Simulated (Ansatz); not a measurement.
# Cu2Sn3: the cost of one run

Computed with Ansatz 0.2.0 (DFT PBE, scalar-relativistic, plane waves, PAW, unless a step's input says otherwise).

### Step 1. Starting point

It takes space group P-6m2 (No. 187, hexagonal). The conventional cell has a = 3.161 Å, b = 3.161 Å, c = 25.369 Å, α = 90.00°, β = 90.00°, γ = 120.00°. Around Cu (site symmetry -6m2) lie 6 Sn at 3.13 Å and 6 Cu at 3.16 Å. Cu (site symmetry 3m) has 6 Sn at 3.13 Å and 6 Cu at 3.16 Å as nearest neighbours. Sn (site symmetry 3m) has 6 Cu at 3.13 Å and 6 Sn at 3.16 Å as nearest neighbours. Around Sn (site symmetry 3m) lie 3 Cu at 3.13 Å and 9 Sn at 3.13 to 3.16 Å.

Coordinates:

```
CELL_PARAMETERS angstrom
3.16105 0.00000 0.00000
-1.58052 2.73755 0.00000
0.00000 0.00000 25.36915
ATOMIC_POSITIONS crystal
Cu 0.33333 0.66667 0.50000
Cu 0.66667 0.33333 0.00000
Cu 0.66667 0.33333 0.20000
Cu 0.66667 0.33333 0.80000
Sn 0.33333 0.66667 0.90000
Sn 0.33333 0.66667 0.10000
Sn 0.33333 0.66667 0.30000
Sn 0.33333 0.66667 0.70000
Sn 0.66667 0.33333 0.40000
Sn 0.66667 0.33333 0.60000
```

The start is an ordering of an alloy on its end members' structure types: elements ordered on the sites of the Tc type, Cu/Sn on Tc (P-6m2, No. 187).

### Step 2. Probe: one point on a coarse mesh

File input.yaml:

```yaml
crystal:
  lattice:
    - [3.16104952, 0.0, 0.0]
    - [-1.58052476, 2.73754919, 0.0]
    - [0.0, 0.0, 25.36914938]
  atoms:
    - { symbol: Cu, position: [0.33333333, 0.66666667, 0.5] }
    - { symbol: Cu, position: [0.66666667, 0.33333333, 0.0] }
    - { symbol: Cu, position: [0.66666667, 0.33333333, 0.2] }
    - { symbol: Cu, position: [0.66666667, 0.33333333, 0.8] }
    - { symbol: Sn, position: [0.33333333, 0.66666667, 0.9] }
    - { symbol: Sn, position: [0.33333333, 0.66666667, 0.1] }
    - { symbol: Sn, position: [0.33333333, 0.66666667, 0.3] }
    - { symbol: Sn, position: [0.33333333, 0.66666667, 0.7] }
    - { symbol: Sn, position: [0.66666667, 0.33333333, 0.4] }
    - { symbol: Sn, position: [0.66666667, 0.33333333, 0.6] }
basis:
  ecutwfc: 420
kpoints:
  mp_grid: { grid: [6, 6, 1] }
hamiltonian:
  xc: pbe
scf:
  occupations: { method: gaussian, width: 0.1 }
  lower_state_search: "off"
output:
  forces: true
  stress: true
  eigenvalues: true
```

Run with:

```console
$ ansatz run input.yaml --threads 1 --pin off --max-ram 2560MiB --backend cpu --events-out ev --progress --plain --runs-dir out
```

**Question.** How long does this run take on 1 thread of AMD EPYC (Zen 3), shared host, and how much memory does it need?

About 27 s, with a peak of 0.54 GiB.
